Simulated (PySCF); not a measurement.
# C2H6Br2Te: NMR shieldings

Wanted: NMR shieldings for C2H6Br2Te (`C[Te@OH22](C)(Br)Br`).

Programs: PySCF 2.14.0, with routines of our own; each step states its level. All values are computed. Atoms count from 0.

### 1 The starting structure

11 atoms, charge 0, multiplicity 1; geometry from: GFN2-xTB.

### 2 Optimising the geometry at PBE0-D3(BJ)/def2-SVP

What the job is given:

```
{"job": {"xc": "PBE0", "basis": "def2-SVP", "d3": "d3bj", "grid": 1, "maxiter": 30, "shake": 0.01, "kind": "geom"}, "charge": 0, "multiplicity": 1}
C      1.609840    -0.175310    -0.058690
Te    -0.072940     1.192210     0.010180
C     -1.579490    -0.333240     0.046350
Br     0.135710     1.062090     2.614500
Br    -0.236290     1.060890    -2.603550
H      1.478150    -0.878380     0.727700
H      1.634570    -0.639470    -1.030500
H      2.514870     0.425660     0.088930
H     -1.244670    -1.137310    -0.573770
H     -1.707740    -0.689500     1.078270
H     -2.493910     0.086540    -0.315100
```

On the command line:

```console
$ OMP_NUM_THREADS=2 python heavy_run.py task.json out
```

The driver reads the jobs from task.json and runs them one after another.

The program printed:

```text
step   0  E = -5494.82967320  max force = 0.024760
step   1  E = -5494.83340698  max force = 0.004366
step   2  E = -5494.83350326  max force = 0.000682
step   3  E = -5494.83350365  max force = 0.000428
optimisation converged
```

Wall time 43 s (2 threads of Arm Neoverse V1, shared host); peak memory 0.67 GiB.

The steps of the relaxation:

```csv
step,energy from step 0 (eV),largest force component (eV/Å)
0,0.0000,1.2732
1,-0.1016,0.2245
2,-0.1042,0.0351
3,-0.1042,0.0220
```

Distances of close pairs at the start and the end, largest changes first:

| bond | before (Å) | after (Å) | change (Å) |
| --- | --- | --- | --- |
| Te1–Br3 | 2.616 | 2.672 | +0.056 |
| Te1–Br4 | 2.622 | 2.669 | +0.047 |
| C0–H5 | 1.063 | 1.096 | +0.033 |
| C0–Te1 | 2.169 | 2.137 | -0.032 |
| C2–H10 | 1.069 | 1.097 | +0.028 |
| C2–H8 | 1.069 | 1.096 | +0.027 |
| C0–H6 | 1.077 | 1.096 | +0.019 |
| Te1–C2 | 2.144 | 2.136 | -0.008 |

The next job starts from the end point, and lists it.

```
                         at the end point                value
  point group (found at 0.08 Å tolerance)                   C1
rotational constants (GHz, main isotopes)  3.640, 0.428, 0.418
                        dipole moment (D)                 1.60
```

### 3 NMR shieldings: PBE/pcJ-1 Br:dyall-v2z Te:dyall-v2z (PBE), spin–orbit

What the job is given:

```
{"job": {"kind": "hnmr", "xc": "PBE", "basis": {"default": "pcJ-1", "Br": "dyall-v2z", "Te": "dyall-v2z"}, "rel": "so"}, "charge": 0, "multiplicity": 1}
C      1.447008     0.077188     0.040200
Te    -0.268516     1.347246     0.147905
C     -1.734863    -0.202353     0.253455
Br     0.002753     1.250223     2.804622
Br    -0.518601     1.174568    -2.503742
H      1.350000    -0.663139     0.841940
H      1.461098    -0.365904    -0.962140
H      2.326817     0.710060     0.213208
H     -1.394663    -1.015402    -0.398056
H     -1.819825    -0.502862     1.304251
H     -2.670676     0.220160    -0.132071
```

Method: PBE/pcJ-1 Br:dyall-v2z Te:dyall-v2z GIAO NMR shielding, X2C with spin-orbit coupling, screened-nuclear two-electron part, Gaussian nuclei, gas phase.

The program printed:

```text
spin-free SCF
coarse grid: 47888 points
cycle   1  E = -12085.0026793121  dE = -3.129e-01  |g| = 7.102e-01  |ddm| = 2.908e+00
cycle   2  E = -12084.7391079253  dE =  2.636e-01  |g| = 1.158e+00  |ddm| = 2.050e+00
cycle   3  E = -12085.1017428136  dE = -3.626e-01  |g| = 2.172e-01  |ddm| = 1.538e+00
cycle   4  E = -12085.1077988883  dE = -6.056e-03  |g| = 6.809e-02  |ddm| = 2.410e-01
cycle   5  E = -12085.1085385330  dE = -7.396e-04  |g| = 2.439e-02  |ddm| = 6.526e-02
cycle   6  E = -12085.1086575323  dE = -1.190e-04  |g| = 9.216e-03  |ddm| = 3.895e-02
cycle   7  E = -12085.1086779345  dE = -2.040e-05  |g| = 2.162e-03  |ddm| = 1.312e-02
cycle   8  E = -12085.1086783387  dE = -4.041e-07  |g| = 1.184e-03  |ddm| = 4.222e-03
final grid: 94840 points
cycle   9  E = -12085.1099408302  dE = -4.059e-06  |g| = 5.783e-03  |ddm| = 6.959e-03
cycle  10  E = -12085.1099271158  dE =  1.371e-05  |g| = 7.453e-03  |ddm| = 1.710e-02
cycle  11  E = -12085.1099396234  dE = -1.251e-05  |g| = 3.571e-03  |ddm| = 1.817e-02
cycle  12  E = -12085.1099433098  dE = -3.686e-06  |g| = 4.259e-04  |ddm| = 6.038e-03
cycle  13  E = -12085.1099433615  dE = -5.165e-08  |g| = 4.199e-05  |ddm| = 5.660e-04
cycle  14  E = -12085.1099433616  dE = -1.655e-10  |g| = 3.528e-06  |ddm| = 2.343e-05
converged SCF energy = -12085.1099433616
two-component SCF
cycle   1  E = -12084.1474500203  dE = -1.208e+04  |FDS-SDF| = 1.176e+02
cycle   2  E = -12086.3554077601  dE = -2.208e+00  |FDS-SDF| = 7.442e-02
cycle   3  E = -12086.3553933037  dE =  1.446e-05  |FDS-SDF| = 2.085e-02
cycle   4  E = -12086.3553600174  dE =  3.329e-05  |FDS-SDF| = 1.926e-02
cycle   5  E = -12086.3554187625  dE = -5.875e-05  |FDS-SDF| = 4.595e-03
cycle   6  E = -12086.3554240779  dE = -5.315e-06  |FDS-SDF| = 6.274e-04
cycle   7  E = -12086.3554241036  dE = -2.570e-08  |FDS-SDF| = 1.638e-04
cycle   8  E = -12086.3554241113  dE = -7.758e-09  |FDS-SDF| = 5.704e-05
converged, E = -12086.3554241113

Field gradients (au) and densities at the nuclei (bohr^-3)
atom        Vxx        Vyy        Vzz        centre      nuclear mean
  0 C     -0.1206    -0.1595     0.2801        126.136        126.134
  1 Te     0.6956     3.9074    -4.6029     225142.889     218319.364
  2 C     -0.1212    -0.1581     0.2793        126.135        126.133
  3 Br    -2.2266    -2.5423     4.7689      40852.244      40792.311
  4 Br    -2.2466    -2.5454     4.7920      40852.245      40792.312
  5 H     -0.1371    -0.1488     0.2859          0.471          0.471
  6 H     -0.1371    -0.1456     0.2827          0.470          0.470
  7 H     -0.1358    -0.1503     0.2861          0.471          0.471
  8 H     -0.1370    -0.1498     0.2869          0.471          0.471
  9 H     -0.1370    -0.1449     0.2819          0.470          0.470
 10 H     -0.1360    -0.1505     0.2865          0.471          0.471
without picture change
  1 Te                          -5.0274                    486163.198
  3 Br                           4.9270                     66306.998
  4 Br                           4.9509                     66307.000

Core orbital energies (eV)
atom   shell        mean    spread
  1 Te 1s       -31566.183   0.000
  1 Te 2s        -4842.249   0.000
  1 Te 3s         -965.055   0.000
  1 Te 4s         -165.690   0.000
  1 Te 5s          -18.511   0.000
  1 Te 2p1/2     -4536.054   0.000
  1 Te 2p3/2     -4263.221   0.020
  1 Te 3p1/2      -839.453   0.000
  1 Te 3p3/2      -788.426   0.061
  1 Te 4p1/2      -122.546   0.000
  1 Te 4p3/2      -112.846   0.121
  1 Te 3d3/2      -567.102   0.056
  1 Te 3d5/2      -556.581   0.074
  1 Te 4d3/2       -44.107   0.128
  1 Te 4d5/2       -42.645   0.168
  3 Br 1s       -13299.996   0.000
  3 Br 2s        -1729.243   0.000
  3 Br 3s         -235.904   0.000
  3 Br 4s          -18.918   0.000
  3 Br 2p1/2     -1556.698   0.000
  3 Br 2p3/2     -1509.684   0.051
  3 Br 3p1/2      -176.003   0.000
  3 Br 3p3/2      -169.199   0.164
  3 Br 3d3/2       -65.389   0.168
  3 Br 3d5/2       -64.338   0.223
  4 Br 1s       -13300.003   0.000
  4 Br 2s        -1729.251   0.000
  4 Br 3s         -235.912   0.000
  4 Br 4s          -18.929   0.000
  4 Br 2p1/2     -1556.705   0.000
  4 Br 2p3/2     -1509.692   0.052
  4 Br 3p1/2      -176.011   0.000
  4 Br 3p3/2      -169.207   0.165
  4 Br 3d3/2       -65.397   0.169
  4 Br 3d5/2       -64.346   0.225

vertical triplet (scalar unrestricted SCF): 3.521 eV

Shielding tensors (ppm)
atom      isotropic    diamagn.    paramagn.     s11        s22        s33       span
  0 C       147.59      252.20     -104.61      95.69     161.62     185.45      89.75
  1 Te     3195.52     4960.30    -1764.78    2974.55    3270.23    3341.78     367.24
  2 C       148.76      252.03     -103.26      98.33     161.76     186.19      87.86
  3 Br     2317.08     2989.21     -672.13    1848.74    2007.12    3095.39    1246.65
  4 Br     2333.07     2989.29     -656.22    1848.16    2058.04    3093.00    1244.85
  5 H        27.99       29.91       -1.92      21.59      26.59      35.79      14.20
  6 H        28.50       29.60       -1.10      20.84      28.27      36.40      15.57
  7 H        27.76       29.05       -1.29      22.79      24.64      35.84      13.05
  8 H        27.89       29.92       -2.03      22.16      25.72      35.77      13.61
  9 H        28.49       29.34       -0.86      20.50      28.45      36.51      16.02
 10 H        27.93       28.98       -1.05      22.25      25.55      36.01      13.77
```

Run time: 2.8 min. Hardware: 2 threads of Arm Neoverse V1, shared host; peak memory 1.9 GiB.

Key values:

```
                       quantity       value
energy from spin-orbit coupling  -1.2455 Eh
```

### 4 NMR shieldings: KT2/pcJ-1 Br:dyall-v2z Te:dyall-v2z (KT2), spin–orbit

Settings changed since step 3:

```diff
@@ -1,2 +1,2 @@
-{"job": {"kind": "hnmr", "xc": "PBE", "basis": {"default": "pcJ-1", "Br": "dyall-v2z", "Te": "dyall-v2z"}, "rel": "so"}, "charge": 0, "multiplicity": 1}
+{"job": {"kind": "hnmr", "xc": "KT2", "basis": {"default": "pcJ-1", "Br": "dyall-v2z", "Te": "dyall-v2z"}, "rel": "so"}, "charge": 0, "multiplicity": 1}
 C      1.447008     0.077188     0.040200
```

Level: KT2/pcJ-1 Br:dyall-v2z Te:dyall-v2z GIAO NMR shielding, X2C with spin-orbit coupling, screened-nuclear two-electron part, Gaussian nuclei, gas phase.

The program printed:

```text
spin-free SCF
coarse grid: 47888 points
cycle   1  E = -12126.6527781040  dE = -2.391e-01  |g| = 2.791e+00  |ddm| = 2.921e+00
cycle   2  E = -12126.4365814937  dE =  2.162e-01  |g| = 1.443e+00  |ddm| = 1.979e+00
cycle   3  E = -12126.3698802513  dE =  6.670e-02  |g| = 1.404e+00  |ddm| = 2.719e+00
cycle   4  E = -12126.7580105884  dE = -3.881e-01  |g| = 3.373e-01  |ddm| = 1.749e+00
cycle   5  E = -12126.7712543936  dE = -1.324e-02  |g| = 6.444e-02  |ddm| = 3.504e-01
cycle   6  E = -12126.7718405499  dE = -5.862e-04  |g| = 3.088e-02  |ddm| = 9.434e-02
cycle   7  E = -12126.7720756386  dE = -2.351e-04  |g| = 7.386e-03  |ddm| = 3.286e-02
cycle   8  E = -12126.7720925666  dE = -1.693e-05  |g| = 9.829e-04  |ddm| = 1.172e-02
cycle   9  E = -12126.7720927743  dE = -2.077e-07  |g| = 3.804e-04  |ddm| = 1.582e-03
final grid: 94840 points
cycle  10  E = -12126.7666203600  dE = -4.202e-04  |g| = 4.893e-01  |ddm| = 2.566e-03
cycle  11  E = -12126.7666191211  dE =  1.239e-06  |g| = 8.854e-03  |ddm| = 5.367e-03
cycle  12  E = -12126.7666098598  dE =  9.261e-06  |g| = 5.941e-03  |ddm| = 1.394e-02
cycle  13  E = -12126.7666203398  dE = -1.048e-05  |g| = 1.093e-03  |ddm| = 1.195e-02
cycle  14  E = -12126.7666206936  dE = -3.539e-07  |g| = 2.153e-04  |ddm| = 1.921e-03
cycle  15  E = -12126.7666207068  dE = -1.313e-08  |g| = 2.826e-05  |ddm| = 2.417e-04
cycle  16  E = -12126.7666207069  dE = -1.201e-10  |g| = 2.637e-06  |ddm| = 2.368e-05
converged SCF energy = -12126.7666207069
two-component SCF
cycle   1  E = -12125.8010746548  dE = -1.213e+04  |FDS-SDF| = 1.179e+02
cycle   2  E = -12128.0128315596  dE = -2.212e+00  |FDS-SDF| = 7.599e-02
cycle   3  E = -12128.0128205794  dE =  1.098e-05  |FDS-SDF| = 1.934e-02
cycle   4  E = -12128.0127901209  dE =  3.046e-05  |FDS-SDF| = 1.780e-02
cycle   5  E = -12128.0128414675  dE = -5.135e-05  |FDS-SDF| = 4.460e-03
cycle   6  E = -12128.0128467012  dE = -5.234e-06  |FDS-SDF| = 5.937e-04
cycle   7  E = -12128.0128467221  dE = -2.095e-08  |FDS-SDF| = 1.157e-04
cycle   8  E = -12128.0128467248  dE = -2.656e-09  |FDS-SDF| = 6.161e-05
converged, E = -12128.0128467248

Field gradients (au) and densities at the nuclei (bohr^-3)
atom        Vxx        Vyy        Vzz        centre      nuclear mean
  0 C     -0.1250    -0.1627     0.2877        131.233        131.230
  1 Te     0.5937     3.9326    -4.5263     230799.950     223208.951
  2 C     -0.1253    -0.1614     0.2867        131.232        131.230
  3 Br    -2.1698    -2.4990     4.6688      41423.296      41358.269
  4 Br    -2.1896    -2.5003     4.6899      41423.298      41358.271
  5 H     -0.1361    -0.1476     0.2836          0.488          0.488
  6 H     -0.1360    -0.1443     0.2802          0.487          0.487
  7 H     -0.1346    -0.1490     0.2836          0.489          0.489
  8 H     -0.1360    -0.1486     0.2846          0.489          0.489
  9 H     -0.1358    -0.1435     0.2794          0.487          0.487
 10 H     -0.1348    -0.1492     0.2841          0.489          0.489
without picture change
  1 Te                          -4.9440                    496379.367
  3 Br                           4.8244                     67351.556
  4 Br                           4.8463                     67351.559

Core orbital energies (eV)
atom   shell        mean    spread
  1 Te 1s       -31642.218   0.000
  1 Te 2s        -4859.482   0.000
  1 Te 3s         -971.027   0.000
  1 Te 4s         -167.513   0.000
  1 Te 5s          -18.581   0.000
  1 Te 2p1/2     -4549.227   0.000
  1 Te 2p3/2     -4275.750   0.019
  1 Te 3p1/2      -844.166   0.000
  1 Te 3p3/2      -792.888   0.060
  1 Te 4p1/2      -123.943   0.000
  1 Te 4p3/2      -114.301   0.118
  1 Te 3d3/2      -571.085   0.054
  1 Te 3d5/2      -560.500   0.073
  1 Te 4d3/2       -44.982   0.127
  1 Te 4d5/2       -43.513   0.166
  3 Br 1s       -13347.479   0.000
  3 Br 2s        -1738.938   0.000
  3 Br 3s         -239.316   0.000
  3 Br 4s          -19.037   0.000
  3 Br 2p1/2     -1564.096   0.000
  3 Br 2p3/2     -1516.896   0.046
  3 Br 3p1/2      -178.528   0.000
  3 Br 3p3/2      -171.702   0.159
  3 Br 3d3/2       -66.985   0.162
  3 Br 3d5/2       -65.923   0.216
  4 Br 1s       -13347.486   0.000
  4 Br 2s        -1738.946   0.000
  4 Br 3s         -239.324   0.000
  4 Br 4s          -19.047   0.000
  4 Br 2p1/2     -1564.103   0.000
  4 Br 2p3/2     -1516.904   0.047
  4 Br 3p1/2      -178.536   0.000
  4 Br 3p3/2      -171.710   0.160
  4 Br 3d3/2       -66.993   0.163
  4 Br 3d5/2       -65.931   0.217

Shielding tensors (ppm)
atom      isotropic    diamagn.    paramagn.     s11        s22        s33       span
  0 C       154.83      255.64     -100.81     104.00     169.04     191.45      87.45
  1 Te     3370.59     4968.17    -1597.58    3167.28    3439.06    3505.44     338.16
  2 C       155.95      255.47      -99.52     106.56     169.09     192.19      85.63
  3 Br     2363.06     2995.87     -632.82    1912.40    2069.86    3106.92    1194.52
  4 Br     2379.28     2995.95     -616.67    1912.93    2119.45    3105.46    1192.53
  5 H        27.90       29.98       -2.08      21.35      26.47      35.88      14.53
  6 H        28.44       29.68       -1.25      20.60      28.20      36.50      15.90
  7 H        27.68       29.12       -1.44      22.63      24.45      35.95      13.31
  8 H        27.80       29.97       -2.17      21.94      25.59      35.87      13.93
  9 H        28.41       29.43       -1.02      20.24      28.38      36.62      16.38
 10 H        27.86       29.06       -1.20      22.05      25.41      36.12      14.07
```

It took 2.6 min on 2 threads of Arm Neoverse V1, shared host; peak memory 2 GiB.

From this job:

| quantity | value |
| --- | --- |
| energy from spin-orbit coupling | -1.2462 Eh |

### 5 NMR shieldings: B3LYP/pcJ-1 Br:dyall-v2z Te:dyall-v2z (B3LYP), spin–orbit

Settings changed since step 4:

```diff
@@ -1,2 +1,2 @@
-{"job": {"kind": "hnmr", "xc": "KT2", "basis": {"default": "pcJ-1", "Br": "dyall-v2z", "Te": "dyall-v2z"}, "rel": "so"}, "charge": 0, "multiplicity": 1}
+{"job": {"kind": "hnmr", "xc": "B3LYP", "basis": {"default": "pcJ-1", "Br": "dyall-v2z", "Te": "dyall-v2z"}, "rel": "so"}, "charge": 0, "multiplicity": 1}
 C      1.447008     0.077188     0.040200
```

Method: B3LYP/pcJ-1 Br:dyall-v2z Te:dyall-v2z GIAO NMR shielding, X2C with spin-orbit coupling, screened-nuclear two-electron part, Gaussian nuclei, gas phase.

The program printed:

```text
spin-free SCF
coarse grid: 47888 points
cycle   1  E = -12086.4114134026  dE = -2.998e-01  |g| = 5.483e-01  |ddm| = 2.866e+00
cycle   2  E = -12086.3130766213  dE =  9.834e-02  |g| = 8.429e-01  |ddm| = 1.728e+00
cycle   3  E = -12086.4921748461  dE = -1.791e-01  |g| = 1.125e-01  |ddm| = 1.054e+00
cycle   4  E = -12086.4930794388  dE = -9.046e-04  |g| = 2.781e-02  |ddm| = 9.327e-02
cycle   5  E = -12086.4932047078  dE = -1.253e-04  |g| = 9.931e-03  |ddm| = 2.495e-02
cycle   6  E = -12086.4932212014  dE = -1.649e-05  |g| = 2.952e-03  |ddm| = 1.179e-02
cycle   7  E = -12086.4932230961  dE = -1.895e-06  |g| = 8.137e-04  |ddm| = 3.639e-03
final grid: 94840 points
cycle   8  E = -12086.4938605061  dE = -2.141e-06  |g| = 1.234e-03  |ddm| = 2.194e-03
cycle   9  E = -12086.4938601425  dE =  3.636e-07  |g| = 1.776e-03  |ddm| = 2.719e-03
cycle  10  E = -12086.4938607650  dE = -6.225e-07  |g| = 1.231e-04  |ddm| = 1.704e-03
cycle  11  E = -12086.4938607666  dE = -1.608e-09  |g| = 8.796e-05  |ddm| = 2.158e-04
converged SCF energy = -12086.4938607666
two-component SCF
cycle   1  E = -12085.5317086925  dE = -1.209e+04  |FDS-SDF| = 1.176e+02
cycle   2  E = -12087.7378305583  dE = -2.206e+00  |FDS-SDF| = 3.221e-01
cycle   3  E = -12087.7385694366  dE = -7.389e-04  |FDS-SDF| = 1.464e-02
cycle   4  E = -12087.7386067631  dE = -3.733e-05  |FDS-SDF| = 9.784e-03
cycle   5  E = -12087.7386145112  dE = -7.748e-06  |FDS-SDF| = 2.377e-03
cycle   6  E = -12087.7386166838  dE = -2.173e-06  |FDS-SDF| = 1.120e-03
cycle   7  E = -12087.7386172089  dE = -5.251e-07  |FDS-SDF| = 3.612e-04
cycle   8  E = -12087.7386172567  dE = -4.776e-08  |FDS-SDF| = 7.933e-05
cycle   9  E = -12087.7386172605  dE = -3.849e-09  |FDS-SDF| = 3.003e-05
converged, E = -12087.7386172605

Field gradients (au) and densities at the nuclei (bohr^-3)
atom        Vxx        Vyy        Vzz        centre      nuclear mean
  0 C     -0.1292    -0.1724     0.3016        125.973        125.970
  1 Te     0.5238     4.7173    -5.2411     225091.794     218245.136
  2 C     -0.1298    -0.1709     0.3007        125.972        125.970
  3 Br    -2.2424    -2.5395     4.7819      40821.773      40761.827
  4 Br    -2.2620    -2.5428     4.8048      40821.774      40761.828
  5 H     -0.1347    -0.1473     0.2820          0.477          0.477
  6 H     -0.1347    -0.1439     0.2786          0.477          0.477
  7 H     -0.1337    -0.1488     0.2825          0.478          0.478
  8 H     -0.1347    -0.1483     0.2830          0.478          0.478
  9 H     -0.1346    -0.1431     0.2778          0.476          0.476
 10 H     -0.1338    -0.1490     0.2829          0.478          0.478
without picture change
  1 Te                          -5.7239                    485924.137
  3 Br                           4.9411                     66250.954
  4 Br                           4.9647                     66250.955

Core orbital energies (eV)
atom   shell        mean    spread
  1 Te 1s       -31648.424   0.000
  1 Te 2s        -4874.744   0.000
  1 Te 3s         -979.958   0.000
  1 Te 4s         -171.876   0.000
  1 Te 5s          -20.154   0.000
  1 Te 2p1/2     -4565.063   0.000
  1 Te 2p3/2     -4291.235   0.021
  1 Te 3p1/2      -852.514   0.000
  1 Te 3p3/2      -801.018   0.066
  1 Te 4p1/2      -127.612   0.000
  1 Te 4p3/2      -117.764   0.127
  1 Te 3d3/2      -576.589   0.064
  1 Te 3d5/2      -565.969   0.085
  1 Te 4d3/2       -46.835   0.145
  1 Te 4d5/2       -45.338   0.191
  3 Br 1s       -13351.832   0.000
  3 Br 2s        -1748.403   0.000
  3 Br 3s         -243.720   0.000
  3 Br 4s          -20.691   0.000
  3 Br 2p1/2     -1573.184   0.000
  3 Br 2p3/2     -1525.880   0.044
  3 Br 3p1/2      -182.530   0.000
  3 Br 3p3/2      -175.608   0.149
  3 Br 3d3/2       -69.408   0.164
  3 Br 3d5/2       -68.330   0.217
  4 Br 1s       -13351.842   0.000
  4 Br 2s        -1748.412   0.000
  4 Br 3s         -243.730   0.000
  4 Br 4s          -20.704   0.000
  4 Br 2p1/2     -1573.194   0.000
  4 Br 2p3/2     -1525.890   0.044
  4 Br 3p1/2      -182.540   0.000
  4 Br 3p3/2      -175.618   0.149
  4 Br 3d3/2       -69.418   0.165
  4 Br 3d5/2       -68.340   0.219

Shielding tensors (ppm)
atom      isotropic    diamagn.    paramagn.     s11        s22        s33       span
  0 C       148.24      251.44     -103.20      96.62     163.43     184.67      88.05
  1 Te     3249.13     4959.86    -1710.73    3076.67    3322.57    3348.14     271.47
  2 C       149.37      251.22     -101.85      99.28     163.32     185.52      86.23
  3 Br     2414.71     2989.79     -575.08    1967.31    2125.29    3151.54    1184.23
  4 Br     2429.30     2989.89     -560.58    1967.97    2172.47    3147.47    1179.50
  5 H        28.17       30.03       -1.86      21.72      26.79      35.98      14.26
  6 H        28.67       29.69       -1.02      20.92      28.47      36.61      15.68
  7 H        27.91       29.04       -1.12      22.97      24.73      36.04      13.07
  8 H        28.07       30.06       -1.99      22.32      25.92      35.96      13.64
  9 H        28.65       29.38       -0.73      20.59      28.64      36.72      16.13
 10 H        28.09       28.95       -0.87      22.42      25.64      36.20      13.78
```

Run time: 14 min. Hardware: 2 threads of Arm Neoverse V1, shared host; peak memory 2.8 GiB.

Key values:

```
                       quantity       value
energy from spin-orbit coupling  -1.2448 Eh
```

[end of part 1 of 2]
